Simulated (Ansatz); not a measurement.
Hf2Pd2Se2Br2O3:

```
Hf Pd Se Br O
1.0
    -1.89227    2.67212   12.28423
     1.89227   -2.67212   12.28423
     1.89227    2.67212  -12.28423
Hf Pd Se Br O
2 2 2 2 3
Direct
  0.92095 0.92095 0.00000
  0.07905 0.07905 0.00000
  0.68332 0.68332 0.00000
  0.31668 0.31668 0.00000
  0.61777 0.11777 0.50000
  0.38223 0.88223 0.50000
  0.78660 0.78660 0.00000
  0.21340 0.21340 0.00000
  0.90121 0.40121 0.50000
  0.09879 0.59879 0.50000
  0.00000 0.00000 0.00000
```

The cell was built by a generator and needn't be a form met in nature.

Base run:

* Program: Ansatz 0.2.0
* Functional: RPBE
* Potentials or basis: Ansatz PAW
* Cutoff: 420 eV
* Density cutoff: 1680 eV
* k mesh: 9 × 9 × 9
* Occupations: fermi-dirac, width 0.05 eV
* Spin: no spin polarisation

Its results: band gap on the k mesh none (metal or under the smearing width); pressure 2.4 GPa; largest force 0.133 eV/Å.

Task: The run is repeated on the same cell with these changes: functional from RPBE to BLYP. What comes out?

Result: Band gap on the k mesh none (metal or under the smearing width); pressure 3.6 GPa; largest force 0.322 eV/Å.

Caveats: the potentials were made for another functional, which shifts forces and pressure; the PAW data sets come from PBE, with cores solved anew for the run's functional, which leaves a small shift of forces and pressure.

Not every run made on this cell is shown here.
